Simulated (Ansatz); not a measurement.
# ClH3OSi2: the cost of one run

Computed with Ansatz 0.2.0 through its Python package. The levels of theory stand in the script.

### 1 The system

Bond lengths: Si1–O2 1.616 Å, O2–Si3 1.640 Å, Si3–Cl4 1.987 Å, Si1–H5 1.520 Å, Si1–H6 1.545 Å, Si1–H7 1.480 Å. Angles: Si1–O2–Si3 138.1°, O2–Si1–H5 110.8°, O2–Si1–H6 109.5°, O2–Si1–H7 112.5°, H5–Si1–H6 106.4°, H5–Si1–H7 109.4°, H6–Si1–H7 107.9°, O2–Si3–Cl4 108.4°.

No structure file is read: the coordinates are typed or built in the script.

### 2 The code

run_methods.py

```python
import warnings

import ansatz as az

BASIS_SET = 'cc-pVDZ'

warnings.simplefilter('ignore', az.DeckWarning)

geometry_ang = [
    ('Si', [-0.0035, 0.9636, 0.1441]),
    ('O', [-0.1706, -0.5655, 0.6396]),
    ('Si', [0.5523, -2.0165, 0.3889]),
    ('Cl', [-0.3267, -2.8958, -1.1613]),
    ('H', [-0.2247, 1.0735, -1.3554]),
    ('H', [-1.0851, 1.8434, 0.8091]),
    ('H', [1.3195, 1.5292, 0.4892]),
]
geometry = az.Crystal.molecule()
for symbol, xyz in geometry_ang:
    geometry = geometry.atom(symbol, xyz)

calc = geometry.calculation().basis(gaussian=BASIS_SET)

methods = ['mp2', 'ccsd', 'ccsd_t']
reports = [calc.correlation(m).run(threads=1).report for m in methods]
print(f'Hartree-Fock reference {reports[0]["reference_energy_ev"] / 27.211386246:.6f} Ha')
best = reports[-1]['free_energy_ev'] - reports[-1]['reference_energy_ev']
for method, each in zip(methods, reports):
    gained = each['free_energy_ev'] - each['reference_energy_ev']
    print(f'{method:8s} total {each["free_energy_ev"] / 27.211386246:.6f} Ha  correlation {gained:9.4f} eV  ({100 * gained / best:.1f} % of the last)')
```

### 3 Launch

Command:

```console
$ python run_methods.py
```

What time and memory should one allow on 1 thread of Arm Neoverse V1, shared host?

About 9.7 s, with a peak of 0.28 GiB.
